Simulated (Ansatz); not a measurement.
This script makes a scan of the energy under strain of MoS2, space group P-3m1 with Ansatz 0.2.0, Python API.

Script `strain.py`:
```python
"""Energy of MoS2 under shear strain, ions carried with the cell."""

import ansatz as az
import numpy as np

VECTORS = np.array([
    [3.22746456, 0.0, 0.0],
    [-1.61373228, 2.7950663, 0.0],
    [0.0, 0.0, 6.31247342],
])
SITES = [
    ("Mo", (0.0, 0.0, 0.5)),
    ("S", (1 / 3, 2 / 3, 0.25531932)),
    ("S", (2 / 3, 1 / 3, 0.74468068)),
]


def build(cell):
    crystal = az.Crystal(lattice=az.Lattice.of(cell))
    for symbol, position in SITES:
        crystal = crystal.atom(symbol, position)
    return crystal


def main() -> None:
    # clamped ions: the fractional positions stay as typed
    values = np.linspace(-0.02, 0.02, 5)
    energies = []
    for d in values:
        strain = np.array([[0, d / 2, 0], [d / 2, 0, 0], [0, 0, 0]])
        cell = VECTORS @ (np.eye(3) + strain)
        model = (
            build(cell).calculation()
            .functional("lda")
            .occupations("Fermi-Dirac", width=0.1)
            .basis(520)
            .kpoints(12, 12, 6)
            .stress()
        )
        summary = model.run().report
        energies.append(summary["free_energy_ev"] / len(SITES))
        s = summary["stress_gpa"]
        print(f"d = {d:+.4f}  stress xx yy zz xy (GPa, compression positive): {s[0][0]:8.3f} {s[1][1]:8.3f} {s[2][2]:8.3f} {s[0][1]:8.3f}")
    energies = np.array(energies)

    for value, e in zip(values, energies):
        print(f"strain {value:7.3f}   E - Emin = {1000 * (e - energies.min()):9.3f} meV/atom")
    curvature = 2 * np.polyfit(values, energies, 3)[1]
    volume = abs(np.linalg.det(VECTORS)) / len(SITES)
    print(f"d2E/dd2 over the volume: {curvature / volume * 160.21766:.1f} GPa")


if __name__ == "__main__":
    main()
```

How much energy does this shear strain cost, and what curvature follows?

Against the unstrained cell the energy per atom changes by +2.06 meV at one end of the scan and +2.06 meV at the other, and its second derivative over the volume is 87.1 GPa.

The run itself:

```console
$ python strain.py
d = -0.0200  stress xx yy zz xy (GPa, compression positive):   -6.829   -6.839   -3.720    1.810
d = -0.0100  stress xx yy zz xy (GPa, compression positive):   -6.877   -6.879   -3.739    0.905
d = +0.0000  stress xx yy zz xy (GPa, compression positive):   -6.893   -6.893   -3.746    0.000
d = +0.0100  stress xx yy zz xy (GPa, compression positive):   -6.877   -6.879   -3.739   -0.905
d = +0.0200  stress xx yy zz xy (GPa, compression positive):   -6.829   -6.839   -3.720   -1.810
strain  -0.020   E - Emin =     2.063 meV/atom
strain  -0.010   E - Emin =     0.515 meV/atom
strain   0.000   E - Emin =     0.000 meV/atom
strain   0.010   E - Emin =     0.516 meV/atom
strain   0.020   E - Emin =     2.063 meV/atom
d2E/dd2 over the volume: 87.1 GPa
```

Reading the output:
- The run is spin-unpolarised.
- The curvature belongs to this strain pattern and to the cell's stress; it equals a single elastic constant only for simple patterns.
- In a metal a curvature from energy changes of a few meV or less hangs on mesh and smearing, in size and even in sign.
- At these settings the cell as given stands under about -6 GPa, so it isn't at this functional's equilibrium volume.
- This cell is a computed structure, which may not be the phase found in nature.
- The ions keep their fractional positions (clamped ions).
- Hardware and time: 110 s on 1 thread of Arm Neoverse V1, with other jobs on the host, peak memory 0.75 GiB.

(Lines on the test bed's own set-up are left out of the output.)
